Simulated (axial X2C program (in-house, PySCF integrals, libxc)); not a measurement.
# A two-component session on HfCl⁻: properties at the nuclei

Wanted for HfCl⁻: properties at the nuclei, at the two-component level.

Method: two-component X2C with atomic mean-field terms, Hf dyall-acv3z, Cl dyall-av3z; program: an in-house X2C program for linear molecules on PySCF integrals.

All values are calculated.

**1. Input**

The input, task.json:

```json
{"zs": [72, 17], "q": -1, "bas": ["dyall-acv3z", "dyall-av3z"], "r0": 2.51, "levels": ["PBE0", "HF", "LDA", "TPSSh", "BP86"], "nst": 3}
```

Keys: zs atomic numbers; q charge; bas basis sets; r0 starting distance in Å; levels methods (HF also brings MP2); nst determinants followed.

Command:

```
python soeom.py task.json out
```

Further steps of the session: Expectation values, lowest determinant; Expectation values, a higher determinant; Expectation values, a higher determinant.

**Question.** What will these runs give? Wanted: lowest determinant; Eeff magnitude; Ws magnitude Hf; A∥/gI Hf; qzz Hf; higher determinant (for each run or level that gives them).

As calculated:

```
                                        quantity                                            value
                              lowest determinant   Ω = 2 (excess of +ω over −ω: ω = 1/2, ω = 3/2)
                    Eeff magnitude (GV/cm), PBE0                                             2.73
                     Ws magnitude Hf (kHz), PBE0                                            0.945
                            A∥/gI Hf (MHz), PBE0                                              571
                             qzz Hf (a.u.), PBE0                                            -2.36
                              higher determinant  Ω = 1 (excess of +ω over −ω: ω = -1/2, ω = 3/2)
Eeff magnitude (GV/cm), PBE0, higher determinant                                             1.34
 Ws magnitude Hf (kHz), PBE0, higher determinant                                            0.345
        A∥/gI Hf (MHz), PBE0, higher determinant                                              566
         qzz Hf (a.u.), PBE0, higher determinant                                            -4.84
                              higher determinant  Ω = 1 (excess of +ω over −ω: ω = -3/2, ω = 5/2)
Eeff magnitude (GV/cm), PBE0, higher determinant                                             16.2
 Ws magnitude Hf (kHz), PBE0, higher determinant                                             15.8
        A∥/gI Hf (MHz), PBE0, higher determinant                                              555
         qzz Hf (a.u.), PBE0, higher determinant                                             0.01
```

In words: In the first state, the effective field runs from 1.3 to 4.88 GV/cm over the mean-field levels, so the levels don't agree on it. The expectation values come from single determinants, which for open shells can mix terms of unlike spin or miss the lowest Ω, so a determinant need not be a state. Eeff is the effective electric field on the electron dipole moment in this Ω state and Ws the scalar–pseudoscalar constant (defined with the proton number Z and per Ω); A∥ is the parallel hyperfine constant, which follows by multiplying with the nuclear g factor gI = μI/(I μN); qzz is the electric field gradient, eQq0 = 234.96 MHz × Q/barn × qzz. The operators were transformed with the bare-nucleus X2C matrices. A second determinant lies within 0.1 eV of the first, so their order is not settled at this level.
